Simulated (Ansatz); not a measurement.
**BiTe under changes of volume**

One of the cells (33.855 Å³/atom); the others are scaled copies at fixed shape and fractional positions:

```
Bi Te
1.0
     0.00000    3.23500    3.23500
     3.23500    0.00000    3.23500
     3.23500    3.23500    0.00000
Bi Te
1 1
Direct
  0.00000 0.00000 0.00000
  0.50000 0.50000 0.50000
```

* Program: Ansatz 0.2.0
* Functional: PBEsol
* Potentials or basis: all-electron LAPW, scalar-relativistic
* Cutoff: 177 eV (chosen from the basis error)
* Basis error allowed: 0.001 eV/atom
* k mesh: 7 × 7 × 7
* Occupations: fermi-dirac, width 0.05 eV
* Spin: no spin polarisation

```csv
volume (Å³/atom),energy over the lowest point (meV/atom),pressure (GPa)
31.824,4.77,1.8
32.501,0.00,0.5
33.178,0.06,-0.6
33.855,4.43,-1.5
34.532,12.69,-2.4
35.209,24.41,-3.2
35.886,?,?
```

Task: What does the run at 35.886 Å³/atom give?

Result: Energy over the lowest point 39.25 meV/atom; pressure -3.9 GPa.

Worked out: A Birch-Murnaghan fit of order 3 (a polynomial in V^(-2/3)) to the other rows has its minimum at 32.83 Å³/atom with B0 = V·E''(V) = 52 GPa and B' = 4.3. It gives 39.25 meV/atom at 35.886 Å³/atom, against the run's 39.25, and -dE/dV = -3.9 GPa, against -3.9.

Energies are extrapolated to zero smearing.
